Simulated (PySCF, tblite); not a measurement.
# C3H7BF2O: geometry, infrared bands and NMR shifts

Wanted: the infrared bands and NMR shifts of C3H7BF2O (`CCOCB(F)F`), by calculation.

The runs use tblite 0.8.0 and PySCF 2.14.0, with density-fitted response routines of our own; the level of theory stands in each step. All values are computed, except where a source is named. Atoms count from 0, in the outputs and in this text.

**1. The molecule as given**

14 atoms, charge 0, multiplicity 1; geometry from: force field or distance geometry start.

Bonds of the start (Å): C0–C1 1.52, C1–O2 1.41, O2–C3 1.38, C3–B4 1.57, B4–F5 1.44, B4–F6 1.46, C0–H7 1.11, C0–H8 1.10, C0–H9 1.12, C1–H10 1.10, C1–H11 1.11, C3–H12 1.09, C3–H13 1.13.

**2. Optimising the geometry with GFN2-xTB**

The job: settings as JSON, then the geometry in Å.

```
{"job": {"kind": "relax", "xc": "GFN2-xTB", "basis": "xTB"}, "charge": 0, "multiplicity": 1}
C     -1.988900     0.639500    -0.081500
C     -0.639200     0.059300    -0.454200
O     -0.094600    -0.451100     0.745200
C      1.151400    -1.019700     0.583800
B      2.123000     0.096300     0.048100
F      2.252800     1.285800     0.850300
F      2.198300     0.280000    -1.394500
H     -2.266100     0.199200     0.896300
H     -1.894500     1.733200     0.017200
H     -2.771400     0.355800    -0.826800
H      0.025600     0.824700    -0.882100
H     -0.739500    -0.817200    -1.131400
H      1.138500    -1.930700    -0.023200
H      1.504000    -1.255700     1.630800
```

Run with:

```
$ OMP_NUM_THREADS=1 python probes_run.py task.json out
```

The driver reads the jobs from task.json and runs them one after another.

**Question.** This job is followed by: GFN2-xTB harmonic vibrations, gas phase; GIAO PBE0/pcSseg-1 NMR shielding, non-relativistic, gas phase. Predict these results of the whole session: strongest single infrared mode (GFN2-xTB); zero-point energy (GFN2-xTB); ¹³C shifts against TMS (PBE0/pcSseg-1); ¹H shifts against TMS (PBE0/pcSseg-1, means over atoms taken as alike); ¹⁷O shifts against H2O (PBE0/pcSseg-1); ¹¹B shifts against BF3·OEt2 (PBE0/pcSseg-1); ¹⁹F shifts against CFCl3 (PBE0/pcSseg-1, means over atoms taken as alike).

As calculated:

| quantity | value |
| --- | --- |
| strongest single infrared mode (GFN2-xTB) | 1293 cm⁻¹, 323 km/mol |
| zero-point energy (GFN2-xTB) | 65.5 kcal/mol |
| ¹³C shifts against TMS (PBE0/pcSseg-1) | 71.7, 60.6, 18.0 ppm |
| ¹H shifts against TMS (PBE0/pcSseg-1, means over atoms taken as alike) | 3.82, 3.47, 1.28 ppm |
| ¹⁷O shifts against H2O (PBE0/pcSseg-1) | 23.3 ppm |
| ¹¹B shifts against BF3·OEt2 (PBE0/pcSseg-1) | 27.7 ppm |
| ¹⁹F shifts against CFCl3 (PBE0/pcSseg-1, means over atoms taken as alike) | -70.2 ppm |

In words: Over 100 steps the energy fell by 1.096 eV; of the close pairs, B4–F6 changed most, 1.456 to 1.319 Å. No mode is imaginary among the 36: a minimum at this level. The strongest single mode, at 1293 cm⁻¹, moves mainly B4. GFN2-xTB is a fitted tight-binding method: band positions and strengths are rough. Its intensities can rank the bands wrongly. C1 (sp3 CH2 bonded to O) lies farthest downfield among carbon, at 71.7 ppm; pulled downfield by the heteroatom. H12, H13 (mean) (hydrogen on an sp3 CH2 bonded to B and O) lies farthest downfield among hydrogen, at 3.82 ppm; its carbon carries O, which withdraws density. At PBE0/pcSseg-1: The largest span, 315 ppm, is at F5, F6, where the paramagnetic term is -226 ppm.
